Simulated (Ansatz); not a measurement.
Geometry optimisation, Ansatz 0.2.0, DFT PBE-D3(BJ), scalar-relativistic, plane waves, PAW.

Input file:

```yaml
crystal:
  lattice:
    - [10.86, 0.0, 0.0]
    - [0.0, 10.86, 0.0]
    - [0.0, 0.0, 10.86]
  atoms:
    - { symbol: Si, position: [0.5036398, -0.0011319, 0.0035128] }
    - { symbol: Si, position: [0.6285821, 0.1212236, 0.123935] }
    - { symbol: Si, position: [0.7498031, 0.2437842, -0.0032995] }
    - { symbol: Si, position: [0.8791294, 0.3754778, 0.1282342] }
    - { symbol: Si, position: [0.7493993, 0.0019578, 0.2542236] }
    - { symbol: Si, position: [0.8699126, 0.1248162, 0.3746395] }
    - { symbol: Si, position: [0.0042111, -0.0017588, -0.0012038] }
    - { symbol: Si, position: [0.1261823, 0.1284044, 0.1280627] }
    - { symbol: Si, position: [0.2500412, 0.2481238, 0.0017596] }
    - { symbol: Si, position: [0.3723236, 0.3740816, 0.126136] }
    - { symbol: Si, position: [0.5012683, 0.4953861, -0.0016955] }
    - { symbol: Si, position: [0.6328757, 0.6237737, 0.122608] }
    - { symbol: Si, position: [0.7502172, 0.7568923, 6.21e-05] }
    - { symbol: Si, position: [0.8716676, 0.8751603, 0.1246475] }
    - { symbol: Si, position: [0.2513802, 0.0026301, 0.2550406] }
    - { symbol: Si, position: [0.3775348, 0.1238824, 0.37904] }
    - { symbol: Si, position: [0.5038165, 0.2490809, 0.252194] }
    - { symbol: Si, position: [0.6235073, 0.3749705, 0.3714023] }
    - { symbol: Si, position: [0.7495317, 0.5038935, 0.254158] }
    - { symbol: Si, position: [0.5028544, -0.0011833, 0.4969218] }
    - { symbol: Si, position: [0.6258062, 0.1231419, 0.6248006] }
    - { symbol: Si, position: [0.7477131, 0.2477145, 0.5018883] }
    - { symbol: Si, position: [0.8750597, 0.3762555, 0.6255681] }
    - { symbol: Si, position: [0.7497552, 0.0009856, 0.7513077] }
    - { symbol: Si, position: [0.8740089, 0.1240977, 0.8726509] }
    - { symbol: Si, position: [0.0007881, 0.5035542, 0.0006974] }
    - { symbol: Si, position: [0.1273865, 0.6307782, 0.1269064] }
    - { symbol: Si, position: [0.2460303, 0.7516328, 0.0010851] }
    - { symbol: Si, position: [0.3674642, 0.8755836, 0.129383] }
    - { symbol: Si, position: [0.0008096, 0.2492186, 0.2469675] }
    - { symbol: Si, position: [0.1221142, 0.3777533, 0.3740009] }
    - { symbol: Si, position: [0.2564456, 0.4998029, 0.2461762] }
    - { symbol: Si, position: [0.3767751, 0.6303119, 0.3724909] }
    - { symbol: Si, position: [0.498563, 0.746175, 0.2519648] }
    - { symbol: Si, position: [0.6279414, 0.8804835, 0.3719742] }
    - { symbol: Si, position: [0.0078004, -9.48e-05, 0.5036221] }
    - { symbol: Si, position: [0.1212034, 0.1240801, 0.6253655] }
    - { symbol: Si, position: [0.2537669, 0.2499392, 0.4999001] }
    - { symbol: Si, position: [0.3752383, 0.3726791, 0.6283708] }
    - { symbol: Si, position: [0.5020589, 0.4950313, 0.5033365] }
    - { symbol: Si, position: [0.6204138, 0.6233403, 0.6224551] }
    - { symbol: Si, position: [0.7525099, 0.7544034, 0.4989535], spin: 1.0 }
    - { symbol: Si, position: [0.8723789, 0.8771025, 0.624003] }
    - { symbol: Si, position: [0.249644, 0.0003556, 0.7476405] }
    - { symbol: Si, position: [0.3714304, 0.1261723, 0.8750575] }
    - { symbol: Si, position: [0.5034431, 0.2489528, 0.746451] }
    - { symbol: Si, position: [0.6215975, 0.3743372, 0.8729735] }
    - { symbol: Si, position: [0.7489297, 0.504779, 0.7552487] }
    - { symbol: Si, position: [0.8785772, 0.6222693, 0.8720822] }
    - { symbol: Si, position: [0.0003894, 0.7525354, 0.2499373] }
    - { symbol: Si, position: [0.1259844, 0.8737589, 0.3764666] }
    - { symbol: Si, position: [0.0004604, 0.4993349, 0.4946817] }
    - { symbol: Si, position: [0.1297995, 0.6276569, 0.6271907] }
    - { symbol: Si, position: [0.2527735, 0.7456222, 0.4952316] }
    - { symbol: Si, position: [0.3741578, 0.8738436, 0.6235648] }
    - { symbol: Si, position: [0.0021655, 0.2523968, 0.7549579] }
    - { symbol: Si, position: [0.1271163, 0.3756469, 0.8771459] }
    - { symbol: Si, position: [0.2489249, 0.5041248, 0.7519739] }
    - { symbol: Si, position: [0.3710571, 0.6264673, 0.8771933] }
    - { symbol: Si, position: [0.5008097, 0.7537319, 0.7439354] }
    - { symbol: Si, position: [0.62636, 0.8728238, 0.8747611] }
    - { symbol: Si, position: [-0.0034869, 0.7449908, 0.7487729] }
    - { symbol: Si, position: [0.120817, 0.876212, 0.8798876] }
magnetization:
  spin_polarized: true
total_charge: -1
basis:
  ecutwfc: 420.0
kpoints:
  mp_grid: { grid: [1, 1, 1] }
hamiltonian:
  xc: pbe
  dispersion: d3bj
  pseudopotentials: { kind: paw, azcp: { folder: soft_1 } }
scf:
  occupations: { method: fermi_dirac, width: 0.05 }
  lower_state_search: "off"
relax:
  f_tol: 0.03
  max_steps: 60
  adjacent_minimum: "off"
```

Run as:

```bash
$ ansatz run input.yaml --threads 4 --pin off --max-ram 10240MiB --backend cpu --events-out ev --progress --plain --runs-dir out
```

Task: Where does it end, and by what steps?

Result: The forces met the threshold. The force dipped under the threshold on the way, but the program's further checks kept it going. Limits of this set-up: coarse k mesh, a typed lattice constant that wasn't relaxed here, charged cell in a uniform background, uncorrected. After 4 steps the energy has fallen by 1.396 eV; Si50 moved furthest, 0.16 Å.

```json
{"step": "0", "energy less start (eV)": "0.0000", "largest force component (eV/Å)": "1.668", "accepted": "yes"}
{"step": "1", "energy less start (eV)": "-1.2722", "largest force component (eV/Å)": "0.394", "accepted": "yes"}
{"step": "2", "energy less start (eV)": "-1.3274", "largest force component (eV/Å)": "0.173", "accepted": "yes"}
{"step": "3", "energy less start (eV)": "-1.3964", "largest force component (eV/Å)": "0.019", "accepted": "yes"}
{"step": "4", "energy less start (eV)": "-1.3964", "largest force component (eV/Å)": "0.019", "accepted": "yes"}
```

```xyz
63
Lattice="10.8600 0.0000 0.0000 0.0000 10.8600 0.0000 0.0000 0.0000 10.8600" Properties=species:S:1:pos:R:3
Si 5.433 0.002 0.002
Si 6.796 1.360 1.362
Si 8.153 2.728 0.012
Si 9.501 4.108 1.393
Si 8.153 -0.002 2.721
Si 9.507 1.360 4.075
Si 0.001 -0.009 0.013
Si 1.359 1.358 1.363
Si 2.720 2.716 0.001
Si 4.078 4.077 1.363
Si 5.445 5.435 0.013
Si 6.824 6.785 1.392
Si 8.152 8.143 0.008
Si 9.510 9.473 1.392
Si 2.709 -0.006 2.723
Si 4.078 1.362 4.076
Si 5.446 2.727 2.720
Si 6.823 4.108 4.070
Si 8.238 5.523 2.808
Si 5.445 -0.008 5.428
Si 6.795 1.358 6.786
Si 8.152 2.723 5.428
Si 9.509 4.107 6.758
Si 8.153 -0.007 8.138
Si 9.508 1.360 9.506
Si 0.000 5.435 0.007
Si 1.332 6.792 1.390
Si 2.709 8.144 0.012
Si 4.074 9.502 1.364
Si 0.000 2.722 2.720
Si 1.331 4.106 4.077
Si 2.715 5.435 2.720
Si 4.077 6.789 4.075
Si 5.439 8.143 2.720
Si 6.823 9.473 4.078
Si 0.000 -0.003 5.429
Si 1.359 1.361 6.786
Si 2.709 2.728 5.429
Si 4.074 4.079 6.787
Si 5.439 5.435 5.429
Si 6.823 6.794 6.758
Si 8.234 8.064 5.348
Si 9.503 9.474 6.759
Si 2.720 0.003 8.149
Si 4.077 1.360 9.505
Si 5.433 2.717 8.147
Si 6.795 4.078 9.506
Si 8.152 5.436 8.143
Si 9.507 6.790 9.505
Si -0.077 8.062 2.801
Si 1.331 9.474 4.072
Si -0.078 5.517 5.347
Si 1.331 6.786 6.759
Si 2.715 8.143 5.429
Si 4.078 9.502 6.787
Si 0.001 2.728 8.136
Si 1.358 4.078 9.502
Si 2.710 5.437 8.139
Si 4.078 6.791 9.506
Si 5.445 8.144 8.137
Si 6.795 9.502 9.503
Si 0.001 8.144 8.143
Si 1.358 9.502 9.507
```

Whether the end is a true minimum wasn't checked by a vibrational analysis.

Time of the run: 79 s on 4 threads of Arm Neoverse V1, with other jobs on the host, peak memory 1.6 GiB.
